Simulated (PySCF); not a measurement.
# C₂H₁₀BN: electronic excitations at several levels of theory

How much do the electronic excitations of C₂H₁₀BN (`C[BH2-][NH2+]C`) depend on the level of theory, and what does each level cost?

Computed with PySCF 2.14.0, with density-fitted response routines of our own, on a single molecule in the gas phase. Atoms count from 0, in the outputs and in this text.

### Step 1. The molecule as given

14 atoms, charge 0, multiplicity 1; geometry from: GFN2-xTB. The atoms were then displaced at random by about 0.01 Å, so the start is not that level's minimum.

Bonds of the start (Å): C0–B1 1.61, B1–N2 1.64, N2–C3 1.51, C0–H4 1.08, C0–H5 1.10, C0–H6 1.11, B1–H7 1.19, B1–H8 1.20, N2–H9 1.03, N2–H10 1.02, C3–H11 1.08, C3–H12 1.08, C3–H13 1.07.

### Step 2. Geometry optimisation at PBE0-D3(BJ)/def2-SVP

Job settings and geometry (Å):

```
{"job": {"xc": "PBE0", "basis": "def2-SVP", "d3": "d3bj", "grid": 1, "shake": 0.01, "kind": "geom"}, "charge": 0, "multiplicity": 1}
C     -1.954180     0.049520     0.091560
B     -0.547170     0.316460    -0.636520
N      0.551440    -0.243400     0.443400
C      1.997640    -0.129470     0.031100
H     -2.167790    -0.985040     0.291570
H     -2.077000     0.623130     1.026940
H     -2.779120     0.410000    -0.549240
H     -0.371850    -0.329490    -1.624080
H     -0.282580     1.480070    -0.771760
H      0.405600     0.281300     1.316450
H      0.312210    -1.213450     0.632420
H      2.198070     0.914840    -0.154510
H      2.070640    -0.674970    -0.901960
H      2.636950    -0.514570     0.796870
```

The run is started by

```
$ OMP_NUM_THREADS=1 python probes_run.py task.json out
```

This one command runs all jobs of the session in turn.

Output:

```text
step   0  E = -161.52159844  max force = 0.043271
step   1  E = -161.52594503  max force = 0.004569
step   2  E = -161.52615022  max force = 0.000860
step   3  E = -161.52619526  max force = 0.000654
step   4  E = -161.52624756  max force = 0.001126
step   5  E = -161.52627582  max force = 0.000727
step   6  E = -161.52629474  max force = 0.000557
step   7  E = -161.52629963  max force = 0.000259
optimisation converged
```

Wall time 25 s (1 thread of Arm Neoverse V2, shared host); peak memory 0.44 GiB.

The steps of the relaxation:

```
step  energy from step 0 (eV)  largest force component (eV/Å)
   0                   0.0000                          2.2251
   1                  -0.1183                          0.2349
   2                  -0.1239                          0.0442
   3                  -0.1251                          0.0336
   4                  -0.1265                          0.0579
   5                  -0.1273                          0.0374
   6                  -0.1278                          0.0286
   7                  -0.1279                          0.0133
```

Distances of close pairs at the start and the end, largest changes first:

```
  bond  before (Å)  after (Å)  change (Å)
 N2–C3       1.508      1.464      -0.044
 B1–H7       1.193      1.232      +0.039
 C0–H4       1.075      1.107      +0.031
C3–H13       1.069      1.100      +0.031
 B1–H8       1.201      1.232      +0.031
C3–H11       1.079      1.097      +0.018
C3–H12       1.083      1.097      +0.014
 N2–H9       1.029      1.022      -0.007
```

The final coordinates are the input of the step that follows.

```
                         at the end point                 value
  point group (found at 0.08 Å tolerance)                    Cs
rotational constants (GHz, main isotopes)  21.504, 3.511, 3.277
                        dipole moment (D)                  5.22
```

### Step 3. TDDFT and polarisability: PBE0/def2-TZVP

Job settings and geometry (Å):

```
{"job": {"kind": "uv", "xc": "PBE0", "basis": "def2-TZVP"}, "charge": 0, "multiplicity": 1}
C     -1.977411     0.160188     0.204012
B     -0.566175     0.322287    -0.558176
N      0.597145    -0.266773     0.434179
C      1.957704    -0.210147    -0.103891
H     -2.244919    -0.890055     0.427825
H     -2.038288     0.723379     1.154446
H     -2.787989     0.550739    -0.432585
H     -0.461566    -0.357756    -1.579676
H     -0.228068     1.490607    -0.752821
H      0.538846     0.252784     1.312277
H      0.344877    -1.229866     0.665177
H      2.192291     0.833687    -0.347070
H      1.988660    -0.788810    -1.035582
H      2.700123    -0.604841     0.605985
```

With the program's defaults for keys left out, this is: TDDFT PBE0/def2-TZVP, vertical, gas phase, core orbitals frozen in the response.

Output:

```text
coarse grid: 10520 points
cycle   1  E = -161.6380900521  dE =  6.316e-02  |g| = 4.738e-01  |ddm| = 2.279e+00
cycle   2  E = -161.6312658520  dE =  6.824e-03  |g| = 5.112e-01  |ddm| = 1.073e+00
cycle   3  E = -161.7066258608  dE = -7.536e-02  |g| = 4.072e-02  |ddm| = 6.346e-01
cycle   4  E = -161.7069783055  dE = -3.524e-04  |g| = 1.891e-02  |ddm| = 4.404e-02
cycle   5  E = -161.7070691122  dE = -9.081e-05  |g| = 3.369e-03  |ddm| = 1.391e-02
cycle   6  E = -161.7070717087  dE = -2.596e-06  |g| = 7.502e-04  |ddm| = 2.617e-03
final grid: 98336 points
cycle   7  E = -161.6940663634  dE = -7.042e-05  |g| = 7.745e-03  |ddm| = 5.157e-02
cycle   8  E = -161.6940623003  dE =  4.063e-06  |g| = 8.692e-03  |ddm| = 1.283e-02
cycle   9  E = -161.6940810839  dE = -1.878e-05  |g| = 6.398e-04  |ddm| = 6.727e-03
cycle  10  E = -161.6940811521  dE = -6.814e-08  |g| = 2.867e-04  |ddm| = 4.657e-04
cycle  11  E = -161.6940811680  dE = -1.598e-08  |g| = 4.106e-05  |ddm| = 1.530e-04
cycle  12  E = -161.6940811684  dE = -3.353e-10  |g| = 1.323e-05  |ddm| = 3.488e-05
converged SCF energy = -161.6940811684

Static polarisability (au): isotropic 53.296, principal 49.063 50.331 60.493

Singlet excitations
state   eV       nm        f      main configurations
  1   6.4305    192.8   0.00021   H->L 0.99
  2   6.8415    181.2   0.01282   H-1->L 0.98
  3   7.7370    160.2   0.00543   H->L+1 0.96
  4   7.7617    159.7   0.01800   H->L+2 0.97
  5   8.0806    153.4   0.05325   H-2->L 0.93
  6   8.1221    152.7   0.02580   H-1->L+2 0.99
  7   8.1732    151.7   0.12515   H-1->L+1 0.92
  8   8.2628    150.1   0.03284   H->L+3 0.97
  9   8.6997    142.5   0.02223   H->L+4 0.95
 10   8.7455    141.8   0.01109   H-1->L+3 0.95

Triplet excitations (Tamm-Dancoff, eV): 6.3131 6.7170 7.6159 7.6180
```

It took 19 s on 1 thread of Arm Neoverse V2, shared host; peak memory 0.8 GiB.

Frontier orbitals and where they lie:

```
orbital      eV                       atoms
 HOMO−3  -10.24   C0 48 %, H4 17 %, H5 16 %
 HOMO−2   -8.99   C0 27 %, N2 19 %, B1 19 %
 HOMO−1   -7.70    C0 38 %, B1 36 %, H7 7 %
   HOMO   -7.32   B1 43 %, H8 20 %, H7 20 %
   LUMO    0.30  H10 23 %, H9 23 %, B1 13 %
 LUMO+1    1.51  H13 18 %, B1 17 %, C3 16 %
 LUMO+2    1.65  H9 23 %, H10 23 %, B1 17 %
```

With each of the 10 states as a Gaussian band of 0.4 eV half-width at 1/e, the curve within the window shown has maxima at 181 nm (ε 530), 152 nm (ε 10,000) L/(mol cm). Beyond the last state computed it falls off for lack of states. The curve at chosen wavelengths:

nm, ε (L/mol/cm) and a bar:
```
      137        766 ##
      140       1725 #####
      143       3339 ##########
      146       5920 ##################
      149       8734 ##########################
      152       9956 ##############################
      155       8733 ##########################
      158       6094 ##################
      161       3550 ###########
      164       1823 #####
      167        889 ###
      170        492 #
      173        402 #
      176        449 #
      179        513 ##
      182        523 ##
      185        464 #
      188        360 #
      191        247 #
      194        153 
      197         86 
      200         45 
      203         22 
      206         10 
      209          5 
      212          2
```

Further results of this job:

```
           property  computed
  dipole moment (D)      5.04
polarisability (Å³)      7.90
 HOMO–LUMO gap (eV)      7.62
      −ε(HOMO) (eV)      7.32
```

### Step 4. Excited states and response: PBE0/aug-cc-pVDZ

Same as in step 3 but for these lines:

```diff
@@ -1,2 +1,2 @@
-{"job": {"kind": "uv", "xc": "PBE0", "basis": "def2-TZVP"}, "charge": 0, "multiplicity": 1}
+{"job": {"kind": "uv", "xc": "PBE0", "basis": "aug-cc-pVDZ"}, "charge": 0, "multiplicity": 1}
 C     -1.977411     0.160188     0.204012
```

With the program's defaults for keys left out, this is: TDDFT PBE0/aug-cc-pVDZ, vertical, gas phase, core orbitals frozen in the response.

Output:

```text
coarse grid: 10520 points
cycle   1  E = -161.5782730671  dE =  9.049e-02  |g| = 4.557e-01  |ddm| = 9.062e+00
cycle   2  E = -161.5718780734  dE =  6.395e-03  |g| = 4.914e-01  |ddm| = 2.641e+00
cycle   3  E = -161.6444156477  dE = -7.254e-02  |g| = 3.913e-02  |ddm| = 1.233e+00
cycle   4  E = -161.6447748291  dE = -3.592e-04  |g| = 1.674e-02  |ddm| = 1.331e-01
cycle   5  E = -161.6448494069  dE = -7.458e-05  |g| = 3.061e-03  |ddm| = 5.292e-02
cycle   6  E = -161.6448517133  dE = -2.306e-06  |g| = 7.018e-04  |ddm| = 8.835e-03
final grid: 98336 points
cycle   7  E = -161.6514205798  dE = -3.562e-05  |g| = 7.944e-03  |ddm| = 2.160e-01
cycle   8  E = -161.6514159239  dE =  4.656e-06  |g| = 9.059e-03  |ddm| = 3.905e-02
cycle   9  E = -161.6514373136  dE = -2.139e-05  |g| = 6.283e-04  |ddm| = 1.999e-02
cycle  10  E = -161.6514373930  dE = -7.946e-08  |g| = 1.831e-04  |ddm| = 1.405e-03
cycle  11  E = -161.6514373998  dE = -6.794e-09  |g| = 3.373e-05  |ddm| = 5.114e-04
cycle  12  E = -161.6514374001  dE = -2.559e-10  |g| = 1.184e-05  |ddm| = 1.237e-04
converged SCF energy = -161.6514374001

Static polarisability (au): isotropic 56.825, principal 51.868 53.671 64.934

Singlet excitations
state   eV       nm        f      main configurations
  1   5.7827    214.4   0.00008   H->L 0.97
  2   6.1956    200.1   0.01405   H-1->L 0.96
  3   6.6374    186.8   0.00891   H->L+1 0.97
  4   6.6904    185.3   0.01746   H->L+2 0.98
  5   6.9610    178.1   0.02508   H->L+3 0.95
  6   7.0472    175.9   0.06675   H-1->L+1 0.94
  7   7.0865    175.0   0.02185   H-1->L+2 0.96
  8   7.3654    168.3   0.02107   H->L+4 0.94
  9   7.3792    168.0   0.03858   H-1->L+3 0.54, H-2->L 0.41
 10   7.4366    166.7   0.00476   H-2->L 0.55, H-1->L+3 0.41

Triplet excitations (Tamm-Dancoff, eV): 5.7104 6.1021 6.5992 6.6079
```

Wall time 19 s (1 thread of Arm Neoverse V2, shared host); peak memory 0.79 GiB.

Key values: HOMO -7.31 eV, LUMO -0.56 eV; lowest singlet 5.78 eV.

### Step 5. TDDFT and polarisability: PBE0/def2-TZVPD

Same as in step 4 but for these lines:

```diff
@@ -1,2 +1,2 @@
-{"job": {"kind": "uv", "xc": "PBE0", "basis": "aug-cc-pVDZ"}, "charge": 0, "multiplicity": 1}
+{"job": {"kind": "uv", "xc": "PBE0", "basis": "def2-TZVPD"}, "charge": 0, "multiplicity": 1}
 C     -1.977411     0.160188     0.204012
```

Method: TDDFT PBE0/def2-TZVPD, vertical, gas phase, core orbitals frozen in the response.

Output:

```text
coarse grid: 10520 points
cycle   1  E = -161.6386412687  dE =  6.328e-02  |g| = 4.739e-01  |ddm| = 2.711e+00
cycle   2  E = -161.6302884555  dE =  8.353e-03  |g| = 5.157e-01  |ddm| = 1.857e+00
cycle   3  E = -161.7073205740  dE = -7.703e-02  |g| = 4.118e-02  |ddm| = 1.120e+00
cycle   4  E = -161.7076800557  dE = -3.595e-04  |g| = 1.927e-02  |ddm| = 5.723e-02
cycle   5  E = -161.7077741937  dE = -9.414e-05  |g| = 3.430e-03  |ddm| = 2.043e-02
cycle   6  E = -161.7077768479  dE = -2.654e-06  |g| = 7.739e-04  |ddm| = 4.363e-03
final grid: 98336 points
cycle   7  E = -161.6948004338  dE = -7.581e-05  |g| = 7.717e-03  |ddm| = 2.118e-01
cycle   8  E = -161.6947964618  dE =  3.972e-06  |g| = 8.637e-03  |ddm| = 2.082e-02
cycle   9  E = -161.6948150796  dE = -1.862e-05  |g| = 6.325e-04  |ddm| = 9.932e-03
cycle  10  E = -161.6948151455  dE = -6.588e-08  |g| = 2.950e-04  |ddm| = 6.900e-04
cycle  11  E = -161.6948151624  dE = -1.689e-08  |g| = 4.350e-05  |ddm| = 2.135e-04
cycle  12  E = -161.6948151628  dE = -3.745e-10  |g| = 1.354e-05  |ddm| = 6.545e-05
converged SCF energy = -161.6948151628

Static polarisability (au): isotropic 56.506, principal 51.516 53.379 64.621

Singlet excitations
state   eV       nm        f      main configurations
  1   5.9967    206.8   0.00069   H->L 0.98
  2   6.4131    193.3   0.01223   H-1->L 0.97
  3   6.9760    177.7   0.00809   H->L+1 0.97
  4   7.2700    170.5   0.02996   H->L+2 0.99
  5   7.2755    170.4   0.02330   H->L+3 0.98
  6   7.3699    168.2   0.08770   H-1->L+1 0.94
  7   7.6271    162.6   0.03920   H-2->L 0.89
  8   7.6479    162.1   0.03077   H-1->L+3 0.98
  9   7.7297    160.4   0.01464   H-1->L+2 0.91
 10   7.8708    157.5   0.03835   H->L+4 0.96

Triplet excitations (Tamm-Dancoff, eV): 5.9019 6.2984 6.9244 7.1076
```

It took 29 s on 1 thread of Arm Neoverse V2, shared host; peak memory 0.91 GiB.

Key values: HOMO -7.34 eV, LUMO -0.28 eV; lowest singlet 6.00 eV.

### Step 6. Excited states and response: PBE0/6-31+G*

Same as in step 5 but for these lines:

```diff
@@ -1,2 +1,2 @@
-{"job": {"kind": "uv", "xc": "PBE0", "basis": "def2-TZVPD"}, "charge": 0, "multiplicity": 1}
+{"job": {"kind": "uv", "xc": "PBE0", "basis": "6-31+G*"}, "charge": 0, "multiplicity": 1}
 C     -1.977411     0.160188     0.204012
```

With the program's defaults for keys left out, this is: TDDFT PBE0/6-31+G*, vertical, gas phase, core orbitals frozen in the response.

Output:

```text
coarse grid: 10520 points
cycle   1  E = -161.6014593838  dE =  7.893e-02  |g| = 4.604e-01  |ddm| = 2.807e+00
cycle   2  E = -161.5988320401  dE =  2.627e-03  |g| = 4.816e-01  |ddm| = 1.222e+00
cycle   3  E = -161.6677304907  dE = -6.890e-02  |g| = 4.044e-02  |ddm| = 6.293e-01
cycle   4  E = -161.6681209592  dE = -3.905e-04  |g| = 1.622e-02  |ddm| = 6.496e-02
cycle   5  E = -161.6681912938  dE = -7.033e-05  |g| = 2.783e-03  |ddm| = 1.848e-02
cycle   6  E = -161.6681933499  dE = -2.056e-06  |g| = 6.443e-04  |ddm| = 3.967e-03
final grid: 98336 points
cycle   7  E = -161.6327984330  dE = -2.224e-05  |g| = 8.063e-03  |ddm| = 2.657e-02
cycle   8  E = -161.6327936614  dE =  4.772e-06  |g| = 9.292e-03  |ddm| = 1.630e-02
cycle   9  E = -161.6328159614  dE = -2.230e-05  |g| = 6.135e-04  |ddm| = 8.613e-03
cycle  10  E = -161.6328160408  dE = -7.942e-08  |g| = 1.484e-04  |ddm| = 5.131e-04
cycle  11  E = -161.6328160451  dE = -4.359e-09  |g| = 2.894e-05  |ddm| = 1.119e-04
cycle  12  E = -161.6328160453  dE = -1.879e-10  |g| = 1.147e-05  |ddm| = 3.282e-05
converged SCF energy = -161.6328160453

Static polarisability (au): isotropic 50.760, principal 47.279 48.211 56.791

Singlet excitations
state   eV       nm        f      main configurations
  1   5.8687    211.3   0.00176   H->L 0.99
  2   6.2558    198.2   0.01356   H-1->L 0.98
  3   6.8492    181.0   0.00418   H->L+1 0.98
  4   7.1170    174.2   0.02779   H->L+2 0.98
  5   7.2260    171.6   0.09322   H-1->L+1 0.93
  6   7.2806    170.3   0.01942   H->L+3 0.96
  7   7.4885    165.6   0.04259   H-1->L+2 0.97
  8   7.5289    164.7   0.03790   H-2->L 0.92
  9   7.7113    160.8   0.01297   H-1->L+3 0.90
 10   7.8808    157.3   0.04211   H->L+4 0.93

Triplet excitations (Tamm-Dancoff, eV): 5.7927 6.1521 6.8074 6.9219
```

Wall time 7.9 s (1 thread of Arm Neoverse V2, shared host); peak memory 0.53 GiB.

This run: HOMO -7.28 eV, LUMO -0.36 eV; lowest singlet 5.87 eV.

### Step 7. Run by run: electronic excitations

Excitations and ground-state properties, with basis size and wall time:

```
             run  lowest singlet (eV)  brightest (eV)      f  gap (eV)  α (Å³)  μ (D)  functions   time
  PBE0/def2-TZVP                 6.43            8.17  0.125      7.62    7.90   5.04        184   19 s
PBE0/aug-cc-pVDZ                 5.78            7.05  0.067      6.75    8.42   4.97        182   19 s
 PBE0/def2-TZVPD                 6.00            7.37  0.088      7.05    8.37   4.97        238   29 s
    PBE0/6-31+G*                 5.87            7.23  0.093      6.91    7.52   5.16         92  7.9 s
```

### Step 8. Results

| quantity | value |
| --- | --- |
| point group | Cs |
| rotational constants (main isotopes) | 21.50, 3.51, 3.28 GHz |
| lowest singlet (PBE0/def2-TZVP) | 6.43 eV (193 nm), f = 0.000 |
| brightest single state of those computed | state 7, 8.17 eV, f = 0.125 |
| lowest triplet | 6.31 eV |
| range of the lowest singlet | 5.78 to 6.43 eV |

**Reading.** Single values in the summary come from the first run of each kind that ended normally (PBE0/def2-TZVP), which need not be the best level. Over 7 steps the energy fell by 0.128 eV; of the close pairs, N2–C3 changed most, 1.508 to 1.464 Å. The lowest singlet, at 6.43 eV, is HOMO→LUMO 0.99 and is dark; of the 10 states computed, the strongest absorption comes from state 7 at 8.17 eV. The lowest triplet lies 0.12 eV below the lowest singlet (triplets in Tamm-Dancoff, singlets in full TDDFT). States above −ε(HOMO) lie where TDDFT describes them poorly and they hang on the basis; the brightest is among them. The basis of PBE0/def2-TZVP has no diffuse functions, so Rydberg states are missing and the high states are unreliable. The lowest singlet runs from 5.78 eV (PBE0/aug-cc-pVDZ) to 6.43 eV (PBE0/def2-TZVP), while the orbital gap spans 6.75 to 7.62 eV. The lowest state need not be the same one in every run.
